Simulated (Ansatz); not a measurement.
# PBE0/STO-3G run of AlH5S (Al(H2S)H3)

Aim: the electronic atomisation energy of AlH5S (Al(H2S)H3) at PBE0/STO-3G, from 4 runs. 

The results are computed with Ansatz 0.2.0.

### Step 1. The molecule

AlH5S: 7 atoms, total charge 0, spin state singlet. As SMILES, `[H][Al]([H])([H])<-[SH2]`. The shape comes from GFN2-xTB, which is rough for such elements, and wasn't checked as a minimum.

Bond lengths: Al1–S2 2.471 Å, S2–H3 1.332 Å, S2–H4 1.332 Å, Al1–H5 1.563 Å, Al1–H6 1.577 Å, Al1–H7 1.563 Å. Angles: Al1–S2–H3 90.6°, Al1–S2–H4 90.1°, S2–Al1–H5 96.0°, S2–Al1–H6 92.1°, S2–Al1–H7 95.6°, H3–S2–H4 92.6°, H5–Al1–H6 118.7°, H5–Al1–H7 120.8°, H6–Al1–H7 118.6°.

### Step 2. The energy at PBE0/STO-3G

The input, input.yaml:

```yaml
crystal:
  periodic: [false, false, false]
  atoms:
    - {symbol: Al, position_ang: [0.129800, -0.221970, -1.011590]}
    - {symbol: S, position_ang: [0.151830, -0.251940, 1.458910]}
    - {symbol: H, position_ang: [0.512600, 1.030130, 1.485280]}
    - {symbol: H, position_ang: [-1.145480, 0.049310, 1.476400]}
    - {symbol: H, position_ang: [1.682150, -0.187190, -1.188640]}
    - {symbol: H, position_ang: [-0.666140, 1.139260, -1.046260]}
    - {symbol: H, position_ang: [-0.664760, -1.557600, -1.174090]}
basis:
  gaussian:
    orbitals: STO-3G
hamiltonian:
  xc: pbe0
accuracy: high
```

Command:

```bash
ansatz run input.yaml --threads 1 --pin off --max-ram 2610MiB --events-out events.jsonl --progress --plain --runs-dir runs
```

Log:

```text
Warning: RAYON_NUM_THREADS=1 ignored (pool sized by the plan → 1); use --threads N
Functional definition: PBE0
  name "PBE0"
  parameter a = 0.25
  parameter kappa = 0.804
  parameter beta = 0.06672455060314922
  exchange = (1 - a)*pbe_x(kappa = kappa, mu = beta*pi^2/3) + a*exact_x
  correlation = pbe_c(beta = beta)
408 factors; integrals over basis functions are off by at most 1.4e-8 eV
mean field evaluation 1: about -17305.4194 eV, gradient 1.6e1 eV
mean field evaluation 2: about -17306.1835 eV, gradient 8.6e0 eV
mean field evaluation 4: about -17306.4318 eV, gradient 3.2e-2 eV
mean field evaluation 8: about -17306.3848 eV, gradient 4.3e-4 eV
mean field -17306.38480517 eV, -635.9979109010 hartree, gradient 4.9e-8 eV, S^2 0.000000; 0 other end points of the search recorded, 0 dependent functions left out
reference -17306.38480670 eV, -635.9979109571 hartree; 17, 17 occupied and 6, 6 virtual orbitals, 408 factors
Total energy: -17306.38480670 eV, -635.9979109571 hartree
```

It took 1.2 s on 1 thread of Arm Neoverse V2, shared host; peak memory 0.1 GiB.

### Step 3. The Al atom at the same level

The input, job.yaml:

```yaml
crystal:
  periodic: [false, false, false]
  atoms:
    - {symbol: Al, position_ang: [0.000000, 0.000000, 0.000000]}
basis:
  gaussian: {orbitals: STO-3G}
magnetization: {spin_polarized: true, initial_magnetization: 1}
hamiltonian: {xc: pbe0}
accuracy: high
```

Run the same way, it converges to -239.20718 Eh (log not shown).

### Step 4. The H atom, same level

The input, run.yaml:

```yaml
crystal:
  periodic: [false, false, false]
  atoms:
    - symbol: H
      position_ang: [0.000000, 0.000000, 0.000000]
basis:
  gaussian:
    orbitals: STO-3G
magnetization:
  spin_polarized: true
  initial_magnetization: 1
hamiltonian:
  xc: pbe0
accuracy: high
```

Run the same way, it converges to -0.46651 Eh (log not shown).

### Step 5. The S atom, same level

The input, input.yaml:

```yaml
crystal:
  periodic: [false, false, false]
  atoms:
    - {symbol: S, position_ang: [0.000000, 0.000000, 0.000000]}
basis:
  gaussian: {orbitals: STO-3G}
magnetization: {spin_polarized: true, initial_magnetization: 2}
accuracy: high
hamiltonian: {xc: {name: PBE0}}
```

Run the same way, it converges to -393.54590 Eh (log not shown).

### Step 6. What came out

At PBE0/STO-3G:

```
                     quantity          value
       molecule: total energy  -635.99791 Eh
        Al atom: total energy  -239.20718 Eh
                Al atom: ⟨S²⟩          0.750
         H atom: total energy    -0.46651 Eh
                 H atom: ⟨S²⟩          0.750
         S atom: total energy  -393.54590 Eh
                 S atom: ⟨S²⟩          2.000
electronic atomisation energy      24.825 eV
```

What this shows: Taking the molecule apart into free atoms costs 24.82 eV (2395 kJ/mol), before zero-point energy and without spin-orbit coupling. In a minimal basis such a difference can be off by several eV, whatever the method.
